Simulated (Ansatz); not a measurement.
# CH₅BSSi: how energies converge with the basis set

An exercise on one series of results from a longer session: the logs are not shown, and one member is left open.

The runs use Ansatz 0.2.0, Gaussian basis; one geometry, several basis sets.

Plan: PBE0-D4/def2-SVP; ωB97M-V/def2-SVP; PBE0-D4/def2-QZVPP; ωB97M-V/def2-QZVPP; the functionals' def2-TZVPP values are taken from earlier runs.

## The geometry

The geometry comes from an earlier relaxation with PBE0-D4 in a triple-zeta def2 set; it is a stationary point, not always the lowest conformer.

SMILES `BC([SiH3])=S`, 9 atoms, charge 0, spin multiplicity 1.

Atoms are counted from 1 here; the program's logs count them from 0.

Bond lengths: B1–C2 1.540 Å, B1–H5 1.197 Å, B1–H6 1.197 Å, C2–Si3 1.865 Å, C2–S4 1.632 Å, Si3–H7 1.482 Å, Si3–H8 1.484 Å, Si3–H9 1.484 Å. Angles: C2–B1–H5 118.6°, C2–B1–H6 118.6°, H5–B1–H6 121.3°, B1–C2–Si3 146.7°, B1–C2–S4 82.7°, Si3–C2–S4 130.6°, C2–Si3–H7 110.5°, C2–Si3–H8 107.1°, C2–Si3–H9 107.2°, H7–Si3–H8 111.0°, H7–Si3–H9 111.0°, H8–Si3–H9 109.8°.

As a file:

```
B    -0.81444    1.18508   -0.96542
C     0.07333    0.05261   -0.41750
Si    0.57893   -0.94921    1.07219
S     0.57168   -0.02495   -1.96923
H    -0.43859    2.31553   -0.84888
H    -1.94600    0.93340   -1.26368
H     1.61233   -1.94581    0.70259
H    -0.64403   -1.61556    1.58568
H     1.09540    0.00261    2.08725
```

The first run:

Input file in.yaml:

```yaml
crystal:
  periodic: [false, false, false]
  atoms:
    - {symbol: B, position_ang: [-0.814441, 1.185079, -0.965420]}
    - {symbol: C, position_ang: [0.073328, 0.052610, -0.417495]}
    - {symbol: Si, position_ang: [0.578927, -0.949210, 1.072189]}
    - {symbol: S, position_ang: [0.571675, -0.024947, -1.969228]}
    - {symbol: H, position_ang: [-0.438588, 2.315533, -0.848883]}
    - {symbol: H, position_ang: [-1.946000, 0.933397, -1.263685]}
    - {symbol: H, position_ang: [1.612329, -1.945814, 0.702589]}
    - {symbol: H, position_ang: [-0.644030, -1.615556, 1.585684]}
    - {symbol: H, position_ang: [1.095399, 0.002610, 2.087251]}
basis:
  gaussian: {orbitals: def2-SVP}
hamiltonian: {xc: pbe0, dispersion: d4}
output: {orbitals: {seedname: orbitals}}
```

Command:

```bash
ansatz run in.yaml --threads 2 --pin off --events-out ev --progress --plain --max-ram 4352MiB
```

Among the steps run: PBE0-D4 in def2-SVP; ωB97M-V in def2-SVP; PBE0-D4 in def2-QZVPP; ωB97M-V in def2-QZVPP.

One of the session's tables, all rows but one given; the rest of the session is left out.

It belongs to the step «Density functionals: the series». 

| functional | basis | HOMO (eV) | LUMO (eV) |
| --- | --- | --- | --- |
| PBE0-D4 | def2-SVP | -7.43 | -3.09 |
| PBE0-D4 | def2-TZVPP | -7.43 | -3.16 |
| PBE0-D4 | def2-QZVPP | -7.44 | -3.18 |
| ωB97M-V | def2-SVP | -9.51 | -0.86 |
| ωB97M-V | def2-TZVPP | ? | ? |
| ωB97M-V | def2-QZVPP | -9.56 | -1.04 |

Q: Estimate the row for ωB97M-V, def2-TZVPP from the others.

The run gave: HOMO (eV): -9.55; LUMO (eV): -1.00. In the column «HOMO (eV)» it lies between ωB97M-V, def2-QZVPP (-9.56) and ωB97M-V, def2-SVP (-9.51).
